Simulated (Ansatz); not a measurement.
# CH₈BNSi: basis-set convergence

How large a basis does CH₈BNSi need? Two functionals are run in growing sets.

Computed with Ansatz 0.2.0, Gaussian basis. Level: one geometry, several basis sets.

Levels to be run: PBE0-D4/def2-SVP; ωB97M-V/def2-SVP; PBE0-D4/def2-QZVPP; ωB97M-V/def2-QZVPP; the functionals' def2-TZVPP values are taken from earlier runs.

## Step 1: Structure used throughout

All runs share one geometry, relaxed beforehand with PBE0-D4 in a triple-zeta def2 set.

SMILES `CBN[SiH3]`, 12 atoms, charge 0, spin multiplicity 1.

Atoms are counted from 1 here; the program's logs count them from 0.

Bond lengths: C1–B2 1.567 Å, C1–H5 1.096 Å, C1–H6 1.094 Å, C1–H7 1.095 Å, B2–N3 1.407 Å, B2–H8 1.203 Å, N3–Si4 1.744 Å, N3–H9 1.009 Å, Si4–H10 1.485 Å, Si4–H11 1.486 Å, Si4–H12 1.485 Å. Angles: B2–C1–H5 109.8°, B2–C1–H6 115.7°, B2–C1–H7 109.9°, H5–C1–H6 107.7°, H5–C1–H7 105.4°, H6–C1–H7 107.8°, C1–B2–N3 122.4°, C1–B2–H8 120.0°, N3–B2–H8 117.6°, B2–N3–Si4 127.3°, B2–N3–H9 116.8°, Si4–N3–H9 116.0°, N3–Si4–H10 111.5°, N3–Si4–H11 107.1°, N3–Si4–H12 111.5°, H10–Si4–H11 109.2°, H10–Si4–H12 108.2°, H11–Si4–H12 109.2°.

## Step 2: PBE0-D4 in def2-SVP

File in.yaml:

```yaml
crystal:
  periodic: [false, false, false]
  atoms:
    - {symbol: C, position_ang: [-0.569139, 1.551400, -0.230779]}
    - {symbol: B, position_ang: [0.168765, 0.773944, 0.912782]}
    - {symbol: N, position_ang: [0.528678, -0.580943, 0.793326]}
    - {symbol: Si, position_ang: [0.250760, -1.630600, -0.570832]}
    - {symbol: H, position_ang: [-1.521249, 1.944485, 0.142712]}
    - {symbol: H, position_ang: [-0.779329, 0.975867, -1.136862]}
    - {symbol: H, position_ang: [0.015146, 2.431160, -0.521775]}
    - {symbol: H, position_ang: [0.446988, 1.335535, 1.939493]}
    - {symbol: H, position_ang: [0.999991, -0.997266, 1.582642]}
    - {symbol: H, position_ang: [-1.198801, -1.775792, -0.861156]}
    - {symbol: H, position_ang: [0.813794, -2.959949, -0.220300]}
    - {symbol: H, position_ang: [0.921495, -1.122940, -1.795150]}
basis:
  gaussian: {orbitals: def2-SVP}
hamiltonian: {xc: pbe0, dispersion: d4}
output: {orbitals: {seedname: orbitals}}
```

Command:

```
$ ansatz run in.yaml --threads 2 --pin off --events-out ev --progress --plain --max-ram 4352MiB
```

After this run come: ωB97M-V in def2-SVP; PBE0-D4 in def2-QZVPP; ωB97M-V in def2-QZVPP.

Before running them: what should the planned runs give, taken together? Wanted: PBE0-D4: double and triple zeta above quadruple; ωB97M-V: double and triple zeta above quadruple.

As calculated:

| quantity | value |
| --- | --- |
| PBE0-D4: double and triple zeta above quadruple | 7.00, 0.48 eV |
| ωB97M-V: double and triple zeta above quadruple | 7.21, 0.44 eV |

In words: For PBE0-D4 the step from double to triple zeta gains 6.52 eV and the next only 0.48 eV. Total energies overstate the basis error of differences, where much of it tends to cancel. The LUMO of ωB97M-V is positive and keeps falling with the basis (2.36 to 1.33 eV): an unbound level that the basis holds in place.
